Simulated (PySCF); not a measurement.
# H8HfN4 (Hf(NH2)4): the cost of one run

Method: PBE0, Hf def2-SVP with ECP60, N def2-SVP, H def2-SVP; scalar-relativistic core potentials, no spin–orbit coupling; program: PySCF 2.14.0.

3 further runs of the same task are left out: 2 for a known fault of the program, 1 that didn't finish. Runs told in other sessions of the task aren't counted.

## Step 1: The system as given

13 atoms, charge 0, spin multiplicity 1.

Bond lengths: Hf1–N2 2.016 Å, Hf1–N5 2.016 Å, Hf1–N8 2.016 Å, Hf1–N11 2.016 Å, N2–H3 1.018 Å, N2–H4 1.018 Å, N5–H6 1.018 Å, N5–H7 1.018 Å, N8–H9 1.018 Å, N8–H10 1.018 Å, N11–H12 1.018 Å, N11–H13 1.018 Å. Angles: N2–Hf1–N5 90.0°, N2–Hf1–N8 180.0°, N2–Hf1–N11 90.0°, N5–Hf1–N8 90.0°, N5–Hf1–N11 180.0°, N8–Hf1–N11 90.0°, Hf1–N2–H3 125.4°, Hf1–N2–H4 125.4°, H3–N2–H4 109.2°, Hf1–N5–H6 125.4°, Hf1–N5–H7 125.4°, H6–N5–H7 109.2°, Hf1–N8–H9 125.4°, Hf1–N8–H10 125.4°, H9–N8–H10 109.2°, Hf1–N11–H12 125.4°, Hf1–N11–H13 125.4°, H12–N11–H13 109.2°.

Geometry (Å):

```mol
H8HfN4
  3D, bonds by distance, orders not assigned

 13 12  0  0  0  0  0  0  0  0999 V2000
    0.0000    0.0000    0.0000 Hf  0  0
    2.0160    0.0000    0.0000 N   0  0
    2.6060    0.0000    0.8300 H   0  0
    2.6060    0.0000   -0.8300 H   0  0
    0.0000    2.0160    0.0000 N   0  0
    0.0000    2.6060    0.8300 H   0  0
    0.0000    2.6060   -0.8300 H   0  0
   -2.0160    0.0000    0.0000 N   0  0
   -2.6060    0.0000    0.8300 H   0  0
   -2.6060    0.0000   -0.8300 H   0  0
   -0.0000   -2.0160    0.0000 N   0  0
   -0.0000   -2.6060    0.8300 H   0  0
   -0.0000   -2.6060   -0.8300 H   0  0
  1  2  8  0
  1  5  8  0
  1  8  8  0
  1 11  8  0
  2  3  8  0
  2  4  8  0
  5  6  8  0
  5  7  8  0
  8  9  8  0
  8 10  8  0
 11 12  8  0
 11 13  8  0
M  END
```

Formal oxidation states: Hf +4.

## Step 2: SCF at the start, singlet

Contents of run.py (the lines that set the calculation):

```python
mol = gto.M(atom='''
Hf     0.00000     0.00000     0.00000
N      2.01600     0.00000     0.00000
H      2.60600     0.00000     0.83000
H      2.60600     0.00000    -0.83000
N      0.00000     2.01600     0.00000
H      0.00000     2.60600     0.83000
H      0.00000     2.60600    -0.83000
N     -2.01600     0.00000     0.00000
H     -2.60600     0.00000     0.83000
H     -2.60600     0.00000    -0.83000
N      0.00000    -2.01600     0.00000
H      0.00000    -2.60600     0.83000
H      0.00000    -2.60600    -0.83000''',
    basis={'Hf': 'def2-SVP', 'N': 'def2-SVP', 'H': 'def2-SVP'},
    ecp={'Hf': 'def2-SVP'},
    charge=0, spin=0)
mf = dft.RKS(mol, xc='PBE0')
mf.grids.atom_grid = (50, 194)
mf = mf.density_fit()  # fitting sets: Hf def2-universal-JKFIT, N def2-universal-JKFIT, H def2-universal-JKFIT
mf.conv_tol = 1e-08; mf.max_cycle = 55
mf.kernel(dm0)  # dm0: free metal ions and neutral atoms
```

Run with:

```console
> OMP_NUM_THREADS=2 python run.py
```

**Question.** How long does this run take on 2 threads of Arm Neoverse V1, shared host, and how much memory does it need?

About 3.7 s, with a peak of 0.76 GiB.
